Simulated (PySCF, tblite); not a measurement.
# C6H10F3OP: geometry, infrared bands and NMR shifts

Aim: predict the infrared bands and NMR shifts of C6H10F3OP (`C[P@](=O)(CC(F)(F)F)C1CC1`).

Programs: tblite 0.8.0 and PySCF 2.14.0, with density-fitted response routines of our own. Each step states its level of theory. These are calculated values for one molecule in the gas phase, unless marked as measured. Atoms count from 0, in the outputs and in this text.

## (1) The starting structure

21 atoms, charge 0, multiplicity 1; geometry from: force field or distance geometry start.

Bonds of the start (Å): C0–P1 1.78, P1–O2 1.49, P1–C3 1.77, C3–C4 1.50, C4–F5 1.34, C4–F6 1.36, C4–F7 1.35, P1–C8 1.80, C8–C9 1.51, C9–C10 1.51, C10–C8 1.51, C0–H11 1.09, C0–H12 1.10, C0–H13 1.10, C3–H14 1.09, C3–H15 1.07, C8–H16 1.09, C9–H17 1.09, C9–H18 1.09, C10–H19 1.08, C10–H20 1.09.

## (2) Optimising the geometry with GFN2-xTB

The job: settings as JSON, then the geometry in Å.

```
{"job": {"kind": "relax", "xc": "GFN2-xTB", "basis": "xTB"}, "charge": 0, "multiplicity": 1}
C     -0.169500    -1.458500     1.436800
P     -0.101500    -0.798600    -0.216900
O     -0.877500    -1.614100    -1.194700
C      1.574800    -0.558700    -0.724000
C      2.396200     0.149400     0.309700
F      2.546700    -0.593000     1.414300
F      3.631000     0.418700    -0.184900
F      1.846100     1.328400     0.664800
C     -0.927500     0.795300    -0.178600
C     -2.410300     0.885700    -0.463200
C     -1.415000     1.405100    -1.470800
H      0.381500    -2.393100     1.513700
H      0.220800    -0.749500     2.179500
H     -1.211500    -1.663000     1.713300
H      2.028100    -1.532100    -0.918300
H      1.586600    -0.007200    -1.645500
H     -0.554200     1.489200     0.573300
H     -2.942600    -0.029200    -0.716000
H     -2.994800     1.611600     0.092900
H     -1.283700     0.843800    -2.381100
H     -1.332700     2.486800    -1.587300
```

On the command line:

```
OMP_NUM_THREADS=1 python probes_run.py task.json out
```

This one command runs all jobs of the session in turn.

**Question.** This job is followed by: GFN2-xTB harmonic vibrations, gas phase; GIAO PBE0/pcSseg-1 NMR shielding, non-relativistic, gas phase. What will the session give for the following? strongest single infrared mode (GFN2-xTB); zero-point energy (GFN2-xTB); ¹³C shifts against TMS (PBE0/pcSseg-1); ¹H shifts against TMS (PBE0/pcSseg-1, means over atoms taken as alike); ³¹P shifts against H3PO4 (PBE0/pcSseg-1); ¹⁷O shifts against H2O (PBE0/pcSseg-1); ¹⁹F shifts against CFCl3 (PBE0/pcSseg-1, means over atoms taken as alike).

**Answer**, as computed:

```
                                                                 quantity                                               value
                                strongest single infrared mode (GFN2-xTB)                               1275 cm⁻¹, 273 km/mol
                                             zero-point energy (GFN2-xTB)                                       96.0 kcal/mol
                                   ¹³C shifts against TMS (PBE0/pcSseg-1)               133.8, 42.7, 19.6, 13.0, 3.6, 2.3 ppm
   ¹H shifts against TMS (PBE0/pcSseg-1, means over atoms taken as alike)  2.78, 2.66, 1.63, 1.08, 0.99, 0.84, 0.73, 0.70 ppm
                                 ³¹P shifts against H3PO4 (PBE0/pcSseg-1)                                            12.3 ppm
                                   ¹⁷O shifts against H2O (PBE0/pcSseg-1)                                            82.4 ppm
¹⁹F shifts against CFCl3 (PBE0/pcSseg-1, means over atoms taken as alike)                                           -73.4 ppm
```

In words: Over 73 steps the energy fell by 0.363 eV; of the close pairs, P1–C3 changed most, 1.768 to 1.865 Å. All 57 modes are real, so the xTB geometry is a minimum. The strongest single mode, at 1275 cm⁻¹, moves mainly O2 and P1. GFN2-xTB is a fitted tight-binding method: band positions and strengths are rough. Its intensities can rank the bands wrongly. At PBE0/pcSseg-1: Shielding is most anisotropic at P1 (span 211 ppm, paramagnetic term -660 ppm).
